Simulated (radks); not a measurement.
# Ni⁺ in [Ar] 3d9: an all-electron calculation

An exercise on one series of results from a longer session: the logs are not shown, and one member is left open.

The numbers are computed with radks (a radial shooting solver on a logarithmic mesh, Libxc functionals) version 1 (scalar-relativistic Kohn-Sham, PBE, spin-unpolarised, spherical densities, finite nucleus), except any that are marked as measured or tabulated.

## The system

```
element            : nickel (Z = 28)
charge             : +1
electrons          : 27
configuration      : [Ar] 3d9
nuclear rms radius : 3.7757 fm
```

Outer shells as boxes (Hund's rule):

Ni⁺
```
[Ar] core
3d [↑↓][↑↓][↑↓][↑↓][↑ ]
```

Set-up of the first run:

The run's settings:

```text
Z 28
configuration [Ar] 3d9
relativity scalar-relativistic
functional pbe,pbe
spin unpolarised
nucleus finite rms 3.7757 fm
c 137.035999084
```

Steps of the session up to this table: Self-consistent calculation.

One of the session's tables, all rows but one given; the rest of the session is left out.

It belongs to the step «Radial structure». From the orbitals of this run (lengths in bohr):

```
level      <r>  outermost maximum (interpolated)  90 % within  nodes
   1s  0.05409                            0.0354       0.0966      0
   2s   0.2449                             0.205        0.379      1
   2p        ?                                 ?            ?      ?
   3s   0.7438                             0.641         1.12      2
   3p   0.7853                             0.649         1.22      1
   3d    1.073                             0.639         1.93      0
```

Estimate the missing values for 2p.

As computed: <r>: 0.2153; outermost maximum (interpolated): 0.165; 90 % within: 0.352; nodes: 0. In the column «<r>» it lies between 1s (0.05409) and 2s (0.2449).

Limits of these values: Spin polarisation and multiplet splitting are left out.
